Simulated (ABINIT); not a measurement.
# GdO (F-43m) in ABINIT: reference runs

How does GdO come out in PBE? The cell is run as given.

All numbers are computed with ABINIT 10.8.3 (patched build); they aren't measurements. Logs are shortened: lines on timing, memory, paths and dates and some standing lists are left out, and cuts for length are marked. The log counts tension as positive stress, the text compression.

## (1) The crystal as given

The structure is cubic, space group F-43m (No. 216). The conventional cell has a = 5.400 Å, b = 5.400 Å, c = 5.400 Å, α = 90.00°, β = 90.00°, γ = 90.00°. Around Gd (site symmetry -43m) lie 4 O at 2.34 Å. O (site symmetry -43m) is surrounded by 4 Gd at 2.34 Å.

## (2) Single point, PBE, collinear spin, ferromagnetic start

Input file run.abi:

```
# Pseudopotentials
pp_dirpath "./"
pseudos "Gd.GGA_PBE-JTH.xml, O.GGA_PBE-JTH.xml"

# Structure
structure "poscar:POSCAR"
natom 2

# Plane-wave basis
ecut 23.0
pawecutdg 45.0

# k points
kptopt 1
ngkpt 9 9 9
nshiftk 1
shiftk 0.0 0.0 0.0

# Exchange and correlation
ixc 11

# Bands and occupations
nband 21
occopt 3
tsmear 0.05 eV

# Spin
nsppol 2
spinat
     0.0000000000     0.0000000000     7.0000000000
     0.0000000000     0.0000000000     0.0000000000

# SCF cycle
nstep 100
tolvrs 1.0e-9

# Output
iomode 3
prtwf 0
prtden 0
prteig 0
prtebands 0
enunit 1
```

Input file POSCAR:

```
GdO
1.0
    0.0000000000      2.7000000000      2.7000000000
    2.7000000000      0.0000000000      2.7000000000
    2.7000000000      2.7000000000      0.0000000000
Gd O
1 1
Direct
    0.0000000000      0.0000000000      0.0000000000  Gd
    0.7500000000      0.7500000000      0.7500000000  O
```

Potentials or basis: JTH PAW PBE v2.0.

On the command line:

```console
> abinit run.abi > log 2>&1
```

run.abo:

```text
.Version 10.8.3 of ABINIT
 Symmetries : space group F-4 3 m (#216); Bravais cF (face-center cubic)
================================================================================
 Values of the parameters that define the memory need of the present run
     intxc =       0    ionmov =       0      iscf =      17    lmnmax =      32
     lnmax =       8     mgfft =      32  mpssoang =       4    mqgrid =    3001
     natom =       2  nloc_mem =       2    nspden =       2   nspinor =       1
    nsppol =       2      nsym =      24    n1xccc =       1    ntypat =       2
    occopt =       3   xclevel =       2
       mpw =        1420          nfft =       32768          nkpt =          35
 PAW method is used; the additional fine FFT grid is defined by:
   mgfftf=        45    nfftf =     91125
================================================================================
================================================================================

--------------------------------------------------------------------------------
------------- Echo of variables that govern the present computation ------------
--------------------------------------------------------------------------------
 -outvars: echo values of preprocessed input variables --------
            acell      1.0000000000E+00  1.0000000000E+00  1.0000000000E+00 Bohr
              amu      1.57250000E+02  1.59994000E+01
             ecut      2.30000000E+01 Hartree
           enunit           1
              ixc          11
         kptrlatt        9    0    0      0    9    0      0    0    9
          kptrlen      6.49411745E+01
            natom           2
            nband          21
            ngfft          32      32      32
          ngfftdg          45      45      45
             nkpt          35
           nspden           2
           nsppol           2
            nstep         100
             nsym          24
           ntypat           2
           occopt           3
        pawecutdg      4.50000000E+01 Hartree
         pawxcdev           0
           prtden           0
        prtebands           0
           prteig           0
            prtwf           0
            rprim      0.0000000000E+00  5.1022605400E+00  5.1022605400E+00
                       5.1022605400E+00  0.0000000000E+00  5.1022605400E+00
                       5.1022605400E+00  5.1022605400E+00  0.0000000000E+00
          spgroup         216
           spinat      0.0000000000E+00  0.0000000000E+00  7.0000000000E+00
                       0.0000000000E+00  0.0000000000E+00  0.0000000000E+00
           tolvrs      1.00000000E-09
           tsmear      1.83746611E-03 Hartree
            typat      1  2
           useylm           1
           xangst      0.0000000000E+00  0.0000000000E+00  0.0000000000E+00
                       4.0500000000E+00  4.0500000000E+00  4.0500000000E+00
            xcart      0.0000000000E+00  0.0000000000E+00  0.0000000000E+00
                       7.6533908099E+00  7.6533908099E+00  7.6533908099E+00
             xred      0.0000000000E+00  0.0000000000E+00  0.0000000000E+00
[... 181 lines left out ...]
    2     -0.00000000000000    -0.00000000000000    -0.00000000000000
 frms,max,avg= 0.0000000E+00 0.0000000E+00   0.000E+00  0.000E+00  0.000E+00 h/b

 cartesian forces (eV/Angstrom) at end:
    1     -0.00000000000000    -0.00000000000000    -0.00000000000000
    2     -0.00000000000000    -0.00000000000000    -0.00000000000000
 frms,max,avg= 0.0000000E+00 0.0000000E+00   0.000E+00  0.000E+00  0.000E+00 e/A
 length scales=  1.000000000000  1.000000000000  1.000000000000 bohr
              =  0.529177210544  0.529177210544  0.529177210544 angstroms
 Fermi (or HOMO) energy (eV) =   3.66884   Average Vxc (eV)=  -9.76144
 Eigenvalues (   eV  ) for nkpt=  35  k points, SPIN UP:
 kpt#   1, nband= 21, wtk=  0.00137, kpt=  0.0000  0.0000  0.0000 (reduced coord)
 -39.19215  -17.01111  -17.01111  -17.01111  -15.43400   -1.64088   -1.64088   -1.64088
   1.64908    2.29762    2.29762    2.29762    3.95372    3.95372    3.95372    4.66150
   7.48031    7.48031    9.19679    9.19679    9.19679
 prteigrs : prtvol=0 or 1, do not print more k-points.

 Eigenvalues (   eV  ) for nkpt=  35  k points, SPIN DOWN:
 kpt#   1, nband= 21, wtk=  0.00137, kpt=  0.0000  0.0000  0.0000 (reduced coord)
 -39.35278  -17.08499  -17.08499  -17.08499  -15.38402   -1.57535   -1.57535   -1.57535
   1.61278    2.16598    2.16598    2.16598    3.25596    4.07033    4.07033    4.07033
   7.39136    7.39136    9.57785    9.57785    9.57785
 prteigrs : prtvol=0 or 1, do not print more k-points.

--- !EnergyTerms
iteration_state     : {dtset: 1, }
comment             : Components of total free energy in Hartree
kinetic             :  1.92128962417709E+01
hartree             :  3.30000878337191E+01
xc                  : -8.72121797395373E+00
Ewald energy        : -8.93608088967041E+01
psp_core            :  7.92273464104277E+00
local_psp           : -7.77839392863292E+01
PAW spherical_terms : -1.28795317269460E+01
internal            : -1.28609779167400E+02
'-kT*entropy'       : -4.12962722809561E-04
total_energy        : -1.28610192130123E+02
total_energy_eV     : -3.49966161322260E+03
...

--- !EnergyTermsDC
iteration_state     : {dtset: 1, }
comment             : '"Double-counting" decomposition of free energy'
band_energy         : -7.39072947484353E+00
Ewald energy        : -8.93608088967041E+01
psp_core            :  7.92273464104277E+00
xc_dc               : -3.03744988859329E+01
PAW spherical_terms : -9.40647720256417E+00
internal            : -1.28609779819002E+02
'-kT*entropy'       : -4.12962722809561E-04
total_energy_dc     : -1.28610192781725E+02
total_energy_dc_eV  : -3.49966163095359E+03
...

--- !EnergyTermsWithPAWCore
iteration_state     : {dtset: 1, }
comment             : 'Components of total free energy, including PAW core contributions'
Total energy        : -1.13468346884915E+04
Total energy DC     : -1.13468346891431E+04
Total energy (eV)   : -3.08763101377837E+05
Total energy DC (eV): -3.08763101395568E+05
...

 Cartesian components of stress tensor (hartree/bohr^3)
  sigma(1 1)=  2.97011883E-05  sigma(3 2)=  0.00000000E+00
  sigma(2 2)=  2.97011883E-05  sigma(3 1)=  0.00000000E+00
  sigma(3 3)=  2.97011883E-05  sigma(2 1)=  0.00000000E+00

-Cartesian components of stress tensor (GPa)         [Pressure= -8.7384E-01 GPa]
- sigma(1 1)=  8.73839130E-01  sigma(3 2)=  0.00000000E+00
- sigma(2 2)=  8.73839130E-01  sigma(3 1)=  0.00000000E+00
- sigma(3 3)=  8.73839130E-01  sigma(2 1)=  0.00000000E+00

== END DATASET(S) ==============================================================
================================================================================

 -outvars: echo values of variables after computation  --------
            acell      1.0000000000E+00  1.0000000000E+00  1.0000000000E+00 Bohr
           etotal     -1.2861019278E+02
            fcart     -0.0000000000E+00 -0.0000000000E+00 -0.0000000000E+00
                      -0.0000000000E+00 -0.0000000000E+00 -0.0000000000E+00
            rprim      0.0000000000E+00  5.1022605400E+00  5.1022605400E+00
                       5.1022605400E+00  0.0000000000E+00  5.1022605400E+00
                       5.1022605400E+00  5.1022605400E+00  0.0000000000E+00
           strten      2.9701188345E-05  2.9701188345E-05  2.9701188345E-05
                       0.0000000000E+00  0.0000000000E+00  0.0000000000E+00
           xangst      0.0000000000E+00  0.0000000000E+00  0.0000000000E+00
                       4.0500000000E+00  4.0500000000E+00  4.0500000000E+00
             xred      0.0000000000E+00  0.0000000000E+00  0.0000000000E+00
                       7.5000000000E-01  7.5000000000E-01  7.5000000000E-01
 Calculation completed.
```

It took 4.3 min on 1 thread of Arm Neoverse V1, shared host; peak memory 0.21 GiB.

Results:

* Free energy: -3499.6616 eV
* Pressure: -0.9 GPa
* Band gap on the k mesh: none (metal or under the smearing width)
* Net moment: -0.04 μB per cell
* Site moments: Gd -0.44; O +0.03 μB
* Valence electrons inside the program's atomic spheres: Gd 15.58; O 4.53

Caveat: spin-orbit coupling is left out, which moves the levels of the heavy elements; the moment fell far below its start of 7 μB, so a state of higher moment may lie lower in energy; without U or exact exchange the open f shell lies at the Fermi level, which spoils levels, moments and volumes.
